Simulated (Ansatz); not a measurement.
# GaMe2(acac) (C₇H₁₃GaO₂): inputs that go wrong

2 inputs were typed for GaMe2(acac) (C₇H₁₃GaO₂). Each is run as it stands; the log then has to tell whether the result can be used.

Program: Ansatz 0.2.0, Gaussian basis. Level of theory: the settings change from run to run. These are calculated values, not measurements.

## 1. The relaxed structure

The structure was relaxed beforehand with r2SCAN-D4/def2-SVP.

23 atoms, charge 0, spin multiplicity 1.

Atoms are counted from 1 here; the program's logs count them from 0.

Bond lengths: Ga1–C2 1.961 Å, Ga1–C6 1.960 Å, Ga1–O10 1.963 Å, Ga1–O16 1.964 Å, C2–H3 1.102 Å, C2–H4 1.102 Å, C2–H5 1.102 Å, C6–H7 1.101 Å, C6–H8 1.102 Å, C6–H9 1.102 Å, O10–C11 1.277 Å, C11–C12 1.502 Å, C11–C13 1.409 Å, C12–H17 1.097 Å, C12–H18 1.102 Å, C12–H19 1.102 Å, C13–C14 1.409 Å, C13–H20 1.091 Å and more. Angles: C2–Ga1–C6 131.5°, C2–Ga1–O10 106.7°, C2–Ga1–O16 106.2°, C6–Ga1–O10 106.4°, C6–Ga1–O16 106.9°, O10–Ga1–O16 92.0°, Ga1–C2–H3 110.2°, Ga1–C2–H4 111.8°, Ga1–C2–H5 111.2°, H3–C2–H4 108.0°, H3–C2–H5 107.9°, H4–C2–H5 107.6°, Ga1–C6–H7 110.2°, Ga1–C6–H8 111.8°, Ga1–C6–H9 111.1°, H7–C6–H8 108.0°, H7–C6–H9 107.9°, H8–C6–H9 107.6° and more.

## 2. Try 1

Input file in.yaml:

```yaml
crystal:
  periodic: [false, false, false]
  atoms:
    - {symbol: Ga, position_ang: [2.894511, -0.028694, 2.005936]}
    - {symbol: C, position_ang: [2.033132, -0.060511, 6.232234]}
    - {symbol: H, position_ang: [-0.356797, 0.099499, 6.600234]}
    - {symbol: H, position_ang: [3.093649, 1.792821, 7.379031]}
    - {symbol: H, position_ang: [2.812793, -2.107707, 7.270667]}
    - {symbol: C, position_ang: [6.629047, -0.024024, -0.149914]}
    - {symbol: H, position_ang: [6.222183, -0.212859, -2.531274]}
    - {symbol: H, position_ang: [8.054593, -1.867549, 0.516138]}
    - {symbol: H, position_ang: [7.857989, 2.029680, 0.236751]}
    - {symbol: O, position_ang: [0.478599, 3.103417, 0.271074]}
    - {symbol: C, position_ang: [-1.823834, 2.763121, -1.302563]}
    - {symbol: C, position_ang: [-3.264832, 5.564729, -2.302696]}
    - {symbol: C, position_ang: [-3.036624, 0.029333, -2.115838]}
    - {symbol: C, position_ang: [-1.867372, -2.727993, -1.317573]}
    - {symbol: C, position_ang: [-3.351869, -5.500558, -2.335178]}
    - {symbol: O, position_ang: [0.432547, -3.113553, 0.248951]}
    - {symbol: H, position_ang: [-5.238741, 5.185011, -3.639360]}
    - {symbol: H, position_ang: [-3.841175, 6.892127, -0.358543]}
    - {symbol: H, position_ang: [-1.660803, 6.864099, -3.572767]}
    - {symbol: H, position_ang: [-5.017780, 0.048735, -3.470269]}
    - {symbol: H, position_ang: [-5.272345, -5.082247, -3.736617]}
    - {symbol: H, position_ang: [-4.031058, -6.784417, -0.394284]}
    - {symbol: H, position_ang: [-1.745770, -6.862394, -3.534117]}
basis:
  gaussian: {orbitals: def2-mTZVP, final_grid: {core_spheres: 5, valence_spheres: 4, degree: 11}}
magnetization: {spin_polarized: true, initial_magnetization: 2}
hamiltonian: {xc: {name: revPBE}, dispersion: d3bjatm}
scf: {omitted_lower_state_checks: [starts]}
output: {forces: true}
```

On the command line:

```bash
ansatz run in.yaml --threads 2 --pin off --events-out ev --progress --plain --max-ram 22528MiB --backend cuda --devices 0, --max-vram 18GiB
```

Output, cut to the lines that bear on the results:

```text
Functional definition: revPBE
  name "revPBE"
  cite "Zhang & Yang, Phys. Rev. Lett. 80, 890 (1998) doi:10.1103/PhysRevLett.80.890"
  cite "Perdew, Burke & Ernzerhof, Phys. Rev. Lett. 77, 3865 (1996) doi:10.1103/PhysRevLett.77.3865"
[...]
2539 factors; their error is unknown
[...]
mean field -63852.36100493 eV, -2346.5309862464 hartree, gradient 9.9e-8 eV, S^2 12.317561; 0 other end points of the search recorded, 0 dependent functions left out
[...]
reference -63852.36115797 eV, -2346.5309918705 hartree; 52, 50 occupied and 204, 206 virtual orbitals, 2539 factors
Total energy: -63853.04584103 eV, -2346.5561535089 hartree
Atom 0 at     2.894511    -0.028694     2.005936 Å, force    -0.221498     0.003266    -0.156790 eV/Å
Atom 1 at     2.033132    -0.060511     6.232234 Å, force    -0.199167     0.000971     0.892903 eV/Å
Atom 2 at    -0.356797     0.099499     6.600234 Å, force     0.917696    -0.068437    -0.157733 eV/Å
Atom 3 at     3.093649     1.792821     7.379031 Å, force    -0.391975    -0.713765    -0.467874 eV/Å
Atom 4 at     2.812793    -2.107707     7.270667 Å, force    -0.290742     0.774735    -0.416223 eV/Å
Atom 5 at     6.629047    -0.024024    -0.149914 Å, force     0.786424    -0.014925    -0.471830 eV/Å
Atom 6 at     6.222183    -0.212859    -2.531274 Å, force     0.138200     0.082106     0.921715 eV/Å
Atom 7 at     8.054593    -1.867549     0.516138 Å, force    -0.571231     0.715397    -0.232289 eV/Å
Atom 8 at     7.857989     2.029680     0.236751 Å, force    -0.484026    -0.775353    -0.134945 eV/Å
Atom 9 at     0.478599     3.103417     0.271074 Å, force    -0.723623    -0.302731    -0.504119 eV/Å
Atom 10 at    -1.823834     2.763121    -1.302563 Å, force     0.469013    -0.277849     0.327669 eV/Å
Atom 11 at    -3.264832     5.564729    -2.302696 Å, force    -0.246288     0.704175    -0.176154 eV/Å
Atom 12 at    -3.036624     0.029333    -2.115838 Å, force    -0.013953     0.000801    -0.009638 eV/Å
Atom 13 at    -1.867372    -2.727993    -1.317573 Å, force     0.475169     0.266588     0.325209 eV/Å
Atom 14 at    -3.351869    -5.500558    -2.335178 Å, force    -0.261336    -0.698598    -0.174566 eV/Å
Atom 15 at     0.432547    -3.113553     0.248951 Å, force    -0.731655     0.317470    -0.488532 eV/Å
Atom 16 at    -5.238741     5.185011    -3.639360 Å, force     0.761924     0.125396     0.515838 eV/Å
Atom 17 at    -3.841175     6.892127    -0.358543 Å, force     0.213067    -0.509578    -0.728395 eV/Å
Atom 18 at    -1.660803     6.864099    -3.572767 Å, force    -0.604917    -0.500710     0.473909 eV/Å
Atom 19 at    -5.017780     0.048735    -3.470269 Å, force     0.590450    -0.006147     0.400277 eV/Å
Atom 20 at    -5.272345    -5.082247    -3.736617 Å, force     0.742299    -0.140137     0.540820 eV/Å
Atom 21 at    -4.031058    -6.784417    -0.394284 Å, force     0.250840     0.494626    -0.727812 eV/Å
Atom 22 at    -1.745770    -6.862394    -3.534117 Å, force    -0.604672     0.522698     0.448561 eV/Å
Dipole moment:     1.166258    -0.010514     0.825057 e Å
Checks for a lower state left out: starts
```

Wall time 12 s (1 × H100 (card shared with other runs) with 2 threads of AMD EPYC 7R13, shared host); peak host memory 0.97 GiB.

What is wrong: The run converged, but a converged run isn't a right one. The geometry is stretched to more than twice its size. The shortest distance is 2.40 Å (C13–H20), against 1.09 Å in the relaxed molecule. It also asks for charge 0 and multiplicity 3, another species or state than the molecule above. Its energy is no property of the relaxed molecule. Fix: use the relaxed coordinates, and set charge and spin to those of the species named.

## 3. Try 2

Input file in.yaml:

```yaml
crystal:
  periodic: [false, false, false]
  atoms:
    - {symbol: Ga, position_ang: [1.314314, -0.060513, 0.933664]}
    - {symbol: C, position_ang: [0.929584, -0.009816, 2.799135]}
    - {symbol: H, position_ang: [-0.179515, 0.031814, 2.981472]}
    - {symbol: H, position_ang: [1.398037, 0.793953, 3.378485]}
    - {symbol: H, position_ang: [1.278882, -0.961908, 3.338527]}
    - {symbol: C, position_ang: [3.002003, -0.047151, -0.091724]}
    - {symbol: H, position_ang: [2.863137, -0.076968, -1.087411]}
    - {symbol: H, position_ang: [3.673671, -0.931222, 0.256889]}
    - {symbol: H, position_ang: [3.602190, 0.935315, 0.093851]}
    - {symbol: O, position_ang: [0.251099, 1.429537, 0.140229]}
    - {symbol: C, position_ang: [-0.824702, 1.257003, -0.616794]}
    - {symbol: C, position_ang: [-1.526092, 2.557473, -1.012970]}
    - {symbol: C, position_ang: [-1.385985, 0.004065, -0.941091]}
    - {symbol: C, position_ang: [-0.874310, -1.214365, -0.588142]}
    - {symbol: C, position_ang: [-1.480181, -2.543937, -1.019550]}
    - {symbol: O, position_ang: [0.205059, -1.395023, 0.167391]}
    - {symbol: H, position_ang: [-2.413257, 2.299729, -1.642348]}
    - {symbol: H, position_ang: [-1.760180, 3.111356, -0.127468]}
    - {symbol: H, position_ang: [-0.786982, 3.152099, -1.634398]}
    - {symbol: H, position_ang: [-2.281966, 0.044739, -1.573484]}
    - {symbol: H, position_ang: [-2.378987, -2.292668, -1.700729]}
    - {symbol: H, position_ang: [-1.907470, -3.110756, -0.184214]}
    - {symbol: H, position_ang: [-0.756457, -3.160081, -1.585423]}
basis:
  gaussian: {orbitals: cc-pVDZ}
magnetization: {spin_polarized: true, initial_magnetization: 0}
hamiltonian: {xc: {name: HF}}
correlation: {method: mp2, frozen_orbitals: {Ga: 9}}
```

Same command.

Output:

```text
Functional definition: HF
  name "HF"
  cite "Fock, Z. Phys. 61, 126 (1930) doi:10.1007/BF01340294"
  parent pbe
  exchange = exact_x
  correlation = 0
Error: "frozen_orbitals" has no count for C
```

Run time: 0.96 s. Hardware: 1 × H100 (card shared with other runs) with 2 threads of AMD EPYC 7R13, shared host; peak host memory 0.79 GiB.

Diagnosis: Refused before any calculation. Frozen orbitals are typed for one element alone, and the program wants a count for each. Its coordinates are also moved off the relaxed structure. To mend it, leave frozen_orbitals out, or give every element a count that its core really has.

## 4. How the tries ended

```tsv
try	level	ended	cause	time
1	revPBE/def2-mTZVP	converged	the geometry is stretched to more than twice its size	12 s
2	MP2/cc-pVDZ	refused	frozen orbitals are typed for one element alone, and the program wants a count for each	0.96 s
```

In words: 1 converged, 1 refused. A refusal costs next to no computing time. The dangerous case is the input that converges on a wrong geometry, charge, spin, basis or grid: often only a look at the input shows it.
